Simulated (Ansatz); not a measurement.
Crystal: NaLaMnMoO6.

```
CELL_PARAMETERS angstrom
3.79453 -3.84926 -0.00008
3.79453 3.84926 -0.00008
-0.04604 0.00000 8.22029
ATOMIC_POSITIONS crystal
Na 0.50640 0.49360 0.75000
Na 0.49360 0.50640 0.25000
La 0.01239 0.98761 0.75000
La 0.98761 0.01239 0.25000
Mn 0.00000 0.50000 0.50000
Mn 0.50000 0.00000 0.00000
Mo 0.50000 0.00000 0.50000
Mo 0.00000 0.50000 0.00000
O 0.54302 0.05203 0.73247
O 0.45698 0.94797 0.26753
O 0.27994 0.71875 0.54832
O 0.72006 0.28125 0.45168
O 0.79897 0.79494 0.49934
O 0.20103 0.20506 0.50066
O 0.05203 0.54302 0.23247
O 0.94797 0.45698 0.76753
O 0.79494 0.79897 0.99934
O 0.20506 0.20103 0.00066
O 0.28125 0.72006 0.95168
O 0.71875 0.27994 0.04832
```

The cell was built by a generator and needn't be a form met in nature.

Base run:

| Item | Value |
| --- | --- |
| Program | Ansatz 0.2.0 |
| Functional | BLYP |
| Potentials or basis | Ansatz PAW |
| Cutoff | 420 eV (not typed: the program's choice for these potentials) |
| k mesh | 5 × 5 × 4 |
| Occupations | fermi-dirac, width 0.05 eV |
| Spin | collinear spin, ferromagnetic start |
| Starting moments | [0.0, 0.0, 0.0, 0.0, 4.0, 4.0, 1.0, 1.0, 0.0, 0.0, 0.0, 0.0, 0.0, 0.0, 0.0, 0.0, 0.0, 0.0, 0.0, 0.0] μB |

Its results: band gap on the k mesh none (metal or under the smearing width); pressure 5.3 GPa; net moment 6.59 μB per cell; site moments Na -0.00; La -0.01; Mn +2.97; Mo -0.20; O +0.06, +0.03, +0.02 μB; largest force 0.254 eV/Å.

**Question.** The run is repeated on the same cell with these changes: functional from BLYP to PBE; potentials or basis from Ansatz PAW to SPMS NC; cutoff from 420 eV (not typed: the program's choice for these potentials) to 1034 eV (not typed: the program's choice for these potentials). What comes out?

**Answer.** Band gap on the k mesh none (metal or under the smearing width); pressure 0.4 GPa; net moment 7.05 μB per cell; site moments Na -0.00; La -0.01; Mn +3.12; Mo -0.17; O +0.06, +0.02 μB; largest force 0.090 eV/Å.

Caveats: semilocal functionals often make such compounds metallic where correlation or magnetic order opens a gap, which also shifts bond lengths; only a ferromagnetic start was run, and an antiferromagnetic order may lie lower in energy; spin-orbit coupling is left out, which moves the levels of the heavy elements (some runs); the PAW data sets come from PBE, with cores solved anew for the run's functional, which leaves a small shift of forces and pressure (some runs); the starting moments weren't kept (some runs).
